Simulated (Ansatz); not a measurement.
# CH₂AlNSe: a ladder of functionals and wavefunction methods

One table from this session's results is given with a row withheld; the runs are named, their logs left out.

The runs use Ansatz 0.2.0, Gaussian basis; functionals in def2-TZVPP, the program's frozen cores in correlated methods.

Levels to be run: LDA (SPW92), PBE-D4, revPBE-D4, BLYP-D4, r2SCAN-D4, B97M-V, PBE0-D4, B3LYP-D4, r2SCANh-D4, r2SCAN0-D4, HSE06-D4, BHLYP-D4, CAM-B3LYP-D4, LC-ωPBE, ωB97X-V, ωB97M-V, B2PLYP, PBE-QIDH; CCSD(T)/def2-SVP; CCSD(T)/def2-TZVPP; MP2/def2-QZVPP; extrapolation to the limit; RPA on PBE.

### The geometry

The geometry comes from an earlier relaxation with PBE0-D4 in a triple-zeta def2 set; it is a stationary point.

6 atoms, charge 0, spin multiplicity 1.

Atoms are counted from 1 here; the program's logs count them from 0.

Bond lengths: N1–C2 1.157 Å, N1–H5 1.000 Å, C2–Al3 2.058 Å, Al3–Se4 2.166 Å, Al3–H6 1.575 Å. Angles: C2–N1–H5 164.8°, N1–C2–Al3 168.0°, C2–Al3–Se4 96.7°, C2–Al3–H6 110.0°, Se4–Al3–H6 153.3°.

Geometry (Å):

```mol
CH2AlNSe
  3D, bonds by distance, orders not assigned

  6  5  0  0  0  0  0  0  0  0999 V2000
    0.4832    0.6155   -1.5906 N   0  0
    0.2984    0.4151   -0.4658 C   0  0
   -0.2415   -0.2896    1.3908 Al  0  0
   -1.3066   -2.0428    0.6972 Se  0  0
    0.5034    0.5649   -2.5888 H   0  0
    0.3052    0.6729    2.5109 H   0  0
  1  2  8  0
  1  5  8  0
  2  3  8  0
  3  4  8  0
  3  6  8  0
M  END
```

Set-up of the first run:

in.yaml

```yaml
crystal:
  periodic: [false, false, false]
  atoms:
    - {symbol: N, position_ang: [0.483228, 0.615520, -1.590579]}
    - {symbol: C, position_ang: [0.298409, 0.415144, -0.465780]}
    - {symbol: Al, position_ang: [-0.241481, -0.289604, 1.390842]}
    - {symbol: Se, position_ang: [-1.306610, -2.042832, 0.697203]}
    - {symbol: H, position_ang: [0.503399, 0.564912, -2.588801]}
    - {symbol: H, position_ang: [0.305155, 0.672859, 2.510916]}
basis:
  gaussian: {orbitals: def2-TZVPP}
hamiltonian: {xc: lda}
output: {orbitals: {seedname: orbitals}}
```

On the command line:

```console
> ansatz run in.yaml --threads 2 --pin off --events-out ev --progress --plain --max-ram 4352MiB
```

Among the steps run: LDA; PBE-D4 (GGA); revPBE-D4 (GGA); BLYP-D4 (GGA); r2SCAN-D4 (meta-GGA); B97M-V (meta-GGA); PBE0-D4 (hybrid); B3LYP-D4 (hybrid); r2SCANh-D4 (hybrid); r2SCAN0-D4 (hybrid); HSE06-D4 (hybrid); BHLYP-D4 (hybrid); CAM-B3LYP-D4 (range-separated); LC-ωPBE (range-separated); ωB97X-V (range-separated); ωB97M-V (range-separated); B2PLYP (double hybrid); PBE-QIDH (double hybrid).

One of the session's tables, all rows but one given; the rest of the session is left out.

| functional | HOMO (eV) | LUMO (eV) | gap (eV) |
| --- | --- | --- | --- |
| LDA (SPW92) | -5.11 | -3.29 | 1.82 |
| PBE-D4 | -4.95 | -3.06 | 1.88 |
| revPBE-D4 | -4.89 | -2.98 | 1.91 |
| BLYP-D4 | -4.75 | -2.91 | 1.84 |
| r2SCAN-D4 | -5.13 | -2.96 | 2.17 |
| B97M-V | -5.11 | -2.89 | 2.22 |
| PBE0-D4 | -5.85 | -2.28 | 3.56 |
| B3LYP-D4 | -5.62 | -2.46 | 3.16 |
| r2SCANh-D4 | -5.47 | -2.67 | 2.80 |
| r2SCAN0-D4 | -5.98 | -2.22 | 3.76 |
| HSE06-D4 | ? | ? | ? |
| BHLYP-D4 | -6.59 | -1.37 | 5.23 |
| CAM-B3LYP-D4 | -6.92 | -1.25 | 5.67 |
| LC-ωPBE | -8.15 | -0.22 | 7.93 |
| ωB97X-V | -7.85 | -0.27 | 7.58 |
| ωB97M-V | -7.75 | -0.37 | 7.38 |

**Question.** Estimate the row for HSE06-D4.

The run gave: HOMO (eV): -5.47; LUMO (eV): -2.65; gap (eV): 2.81.

Caveats from the session: All levels share the lack of spin-orbit coupling, which lowers the free heavy atoms and so the true binding.
